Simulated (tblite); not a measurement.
# C8H18N2: the cost of one run

The runs use tblite 0.8.0 and PySCF 2.14.0, with density-fitted response routines of our own; the level of theory stands in each step. All values are computed, except where a source is named. Atoms count from 0, in the outputs and in this text.

## 1. The starting structure

28 atoms, charge 0, multiplicity 1; geometry from: force field or distance geometry start.

Bonds of the start (Å): C0–C1 1.54, C1–C2 1.53, C2–C3 1.55, C2–N4 1.50, N4–N5 1.45, N5–C6 1.46, N4–C7 1.47, C7–C8 1.51, C8–C9 1.49, C9–C7 1.51, C0–H10 1.08, C0–H11 1.10, C0–H12 1.11, C1–H13 1.10, C1–H14 1.09, C2–H15 1.09, C3–H16 1.09, C3–H17 1.09, C3–H18 1.10, N5–H19 1.01, C6–H20 1.10, C6–H21 1.09, C6–H22 1.09, C7–H23 1.09, C8–H24 1.08, C8–H25 1.10, C9–H26 1.08, C9–H27 1.08.

## 2. Optimising the geometry with GFN2-xTB

Job settings and geometry (Å):

```
{"job": {"kind": "relax", "xc": "GFN2-xTB", "basis": "xTB"}, "charge": 0, "multiplicity": 1}
C      2.286400    -1.408600     0.418300
C      2.140900    -0.056600    -0.296100
C      0.765600     0.152000    -0.922500
C      0.773000     1.423600    -1.814800
N     -0.328600     0.120900     0.096800
N     -0.362800     1.348900     0.859500
C     -0.143100     1.027500     2.266300
C     -1.655600    -0.109200    -0.494400
C     -2.730400    -0.767800     0.335700
C     -2.098000    -1.529300    -0.780600
H      3.291100    -1.528800     0.805700
H      2.076700    -2.233700    -0.271400
H      1.581100    -1.491100     1.272100
H      2.383200     0.744500     0.416400
H      2.908600    -0.006700    -1.068800
H      0.594400    -0.695700    -1.588900
H      1.533000     1.321700    -2.588300
H     -0.188400     1.567700    -2.305700
H      1.013500     2.319200    -1.224600
H     -1.250400     1.830900     0.781500
H     -0.173600     1.952900     2.863700
H      0.834100     0.566200     2.436000
H     -0.915400     0.366400     2.670900
H     -2.006100     0.632300    -1.208700
H     -2.493700    -1.060100     1.350700
H     -3.764100    -0.424700     0.206300
H     -1.416300    -2.330300    -0.523500
H     -2.675800    -1.704900    -1.677500
```

Launch:

```console
> OMP_NUM_THREADS=1 python probes_run.py task.json out
```

The driver reads the jobs from task.json and runs them one after another.

Q: Estimate the wall time and peak memory of this first job on 1 thread of Arm Neoverse N1, shared host.

About 1.8 s, with a peak of 0.18 GiB.
